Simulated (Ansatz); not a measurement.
# FGaH₅NSSi: small, medium and large basis sets

One table from this session's results is given with a row withheld; the runs are named, their logs left out.

Computed with Ansatz 0.2.0, Gaussian basis. Level: one geometry, several basis sets.

Plan: PBE0-D4/def2-SVP; ωB97M-V/def2-SVP; PBE0-D4/def2-QZVPP; ωB97M-V/def2-QZVPP; the functionals' def2-TZVPP values are taken from earlier runs.

### The relaxed structure

The geometry comes from an earlier relaxation with PBE0-D4 in a triple-zeta def2 set; it is a stationary point, not always the lowest conformer.

SMILES `[NH2][Ga]([SH])[SiH2]F`, 10 atoms, charge 0, spin multiplicity 1.

Atoms are counted from 1 here; the program's logs count them from 0.

Bond lengths: N1–Ga2 1.812 Å, N1–H6 1.005 Å, N1–H7 1.006 Å, Ga2–S3 2.212 Å, Ga2–Si4 2.403 Å, S3–H8 1.343 Å, Si4–F5 1.611 Å, Si4–H9 1.487 Å, Si4–H10 1.487 Å. Angles: Ga2–N1–H6 125.1°, Ga2–N1–H7 122.7°, H6–N1–H7 112.2°, N1–Ga2–S3 117.4°, N1–Ga2–Si4 121.6°, S3–Ga2–Si4 121.0°, Ga2–S3–H8 94.7°, Ga2–Si4–F5 108.8°, Ga2–Si4–H9 112.3°, Ga2–Si4–H10 112.3°, F5–Si4–H9 107.5°, F5–Si4–H10 107.5°, H9–Si4–H10 108.2°.

Set-up of the first run:

Contents of in.yaml:

```yaml
crystal:
  periodic: [false, false, false]
  atoms:
    - {symbol: N, position_ang: [-0.672677, -1.507670, 0.920141]}
    - {symbol: Ga, position_ang: [0.391774, -0.190491, 0.276449]}
    - {symbol: S, position_ang: [2.491449, -0.147680, 0.970463]}
    - {symbol: Si, position_ang: [-0.432747, 1.450297, -1.273725]}
    - {symbol: F, position_ang: [-1.991806, 1.159987, -1.555138]}
    - {symbol: H, position_ang: [-0.383712, -2.218136, 1.570270]}
    - {symbol: H, position_ang: [-1.639655, -1.600424, 0.659826]}
    - {symbol: H, position_ang: [2.368725, -1.229615, 1.757414]}
    - {symbol: H, position_ang: [-0.323544, 2.834683, -0.742374]}
    - {symbol: H, position_ang: [0.275293, 1.398050, -2.580226]}
basis:
  gaussian: {orbitals: def2-SVP}
hamiltonian: {xc: pbe0, dispersion: d4}
output: {orbitals: {seedname: orbitals}}
```

Among the steps run: PBE0-D4 in def2-SVP; ωB97M-V in def2-SVP; PBE0-D4 in def2-QZVPP; ωB97M-V in def2-QZVPP.

One of the session's tables, all rows but one given; the rest of the session is left out.

It belongs to the step «Functionals by basis». 

```
functional       basis  HOMO (eV)
   PBE0-D4    def2-SVP      -7.10
   PBE0-D4  def2-TZVPP      -7.28
   PBE0-D4  def2-QZVPP      -7.32
   ωB97M-V    def2-SVP      -9.29
   ωB97M-V  def2-TZVPP          ?
   ωB97M-V  def2-QZVPP      -9.55
```

Q: Estimate the row for ωB97M-V, def2-TZVPP from the others.

**Answer.** HOMO (eV): -9.50. In the column «HOMO (eV)» it lies between ωB97M-V, def2-QZVPP (-9.55) and ωB97M-V, def2-SVP (-9.29).
